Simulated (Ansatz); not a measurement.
**LaCuSeO: from the start to rest**

Wanted: the geometry at rest of LaCuSeO (a crystal from a database, its volume scaled a little), relaxing cell and atoms at 20 GPa, and its electronic structure there.

All numbers below are computed with Ansatz 0.2.0 (DFT, r2SCAN, collinear spin, plane waves, PAW).

The structure is tetragonal, space group P4/nmm (No. 129). Conventional cell: a = 4.131 Å, b = 4.131 Å, c = 8.937 Å, α = 90.00°, β = 90.00°, γ = 90.00°. Around Cu (site symmetry -4m2) lie 4 Se at 2.56 Å and 4 Cu at 2.92 Å. Around La (site symmetry 4mm) lie 4 O at 2.41 Å. Se (site symmetry 4mm) is surrounded by 4 Cu at 2.56 Å. O (site symmetry -4m2) has 4 La at 2.41 Å as nearest neighbours.

Coordinates:

```cif
data_structure
_symmetry_space_group_name_H-M 'P 1'
_symmetry_Int_Tables_number 1
_cell_length_a 4.1314
_cell_length_b 4.1314
_cell_length_c 8.9365
_cell_angle_alpha 90.000
_cell_angle_beta 90.000
_cell_angle_gamma 90.000
_cell_volume 152.53
loop_
_atom_site_label
_atom_site_type_symbol
_atom_site_fract_x
_atom_site_fract_y
_atom_site_fract_z
_atom_site_occupancy
Cu1 Cu 0.25000 0.75000 0.50000 1
Cu2 Cu 0.75000 0.25000 0.50000 1
La1 La 0.25000 0.25000 0.13980 1
La2 La 0.75000 0.75000 0.86020 1
Se1 Se 0.25000 0.25000 0.66980 1
Se2 Se 0.75000 0.75000 0.33020 1
O1 O 0.25000 0.75000 0.00000 1
O2 O 0.75000 0.25000 0.00000 1
```

It starts from an earlier solution of the starting cell (checkpoint.read).

The structure above is the start of the run; the results belong to its end.

| quantity | value |
| --- | --- |
| moves | 5 |
| largest move | 0.10 Å (La) |
| space group (0.01 Å), before / after | P4/nmm / P4/nmm |
| cell | a = 3.913 Å, b = 3.913 Å, c = 8.002 Å, α = 90.00°, β = 90.00°, γ = 90.00° |
| volume | 15.32 Å³/atom (-19.7 %) |
| pressure at the end | 19.97 GPa |
| gap (mesh) | 1.49 eV, direct |
| Bader charges | Cu +0.30, La +1.96, Se -0.94, O -1.32 e |
| moments | none |

What this shows: The volume shrank by 19.7 %, and the largest move of an atom is 0.10 Å apart from the change of the cell. The run held to 16 symmetry operations, so a lower structure without them is not ruled out. The levels show a gap of 1.49 eV, direct at the points sampled; within 0.7 eV of the edges the states project mainly on Se p (47 %) and Cu d (37 %) below and La d (39 %), La f (22 %) and Cu s (14 %) above. Gaps from semilocal functionals tend to lie below the measured ones. By Bader's partition La gives up most (+1.96 e) and O takes most (-1.32 e). No moment forms.

Keep in mind: an input typed no starting moments.

Q: Write an input and a launch command for the first run that leads to these results.

A: The one that was run. It is one of several that fit.

File input.yaml:

```yaml
crystal:
  lattice:
    - [4.13138799, 0.0, 0.0]
    - [0.0, 4.13138799, 0.0]
    - [0.0, 0.0, 8.9365167]
  atoms:
    - { symbol: Cu, position: [0.25, 0.75, 0.5] }
    - { symbol: Cu, position: [0.75, 0.25, 0.5] }
    - { symbol: La, position: [0.25, 0.25, 0.1398] }
    - { symbol: La, position: [0.75, 0.75, 0.8602] }
    - { symbol: Se, position: [0.25, 0.25, 0.6698] }
    - { symbol: Se, position: [0.75, 0.75, 0.3302] }
    - { symbol: O, position: [0.25, 0.75, 0.0] }
    - { symbol: O, position: [0.75, 0.25, 0.0] }
kpoints:
  mp_grid: { grid: [6, 6, 3], shift: [0, 0, 0] }
magnetization:
  spin_polarized: true
scf:
  occupations: { method: fermi_dirac }
  lower_state_search: "off"
hamiltonian:
  pseudopotentials: { kind: paw }
  xc: r2scan
basis:
  ecutwfc: 500
  fft_grid_basis: typed
relax:
  max_steps: 80
  cell: { p_target: 20.0 }
  f_tol: 0.03
output:
  forces: true
  stress: true
  eigenvalues: true
  bader: true
  populations: true
  elf: true
  write_potential: true
  volumetric_format: npy
  dos:
    e_range: [-12, 8]
    de: 0.05
    projected: { site_lists: { Cu: [Cu], La: [La], O: [O], Se: [Se] } }
checkpoint:
  read: saved_state
```

Started as:

```
ansatz run input.yaml --threads 2 --pin off --max-ram 4096MiB --backend cpu --events-out ev --progress --plain --runs-dir out
```
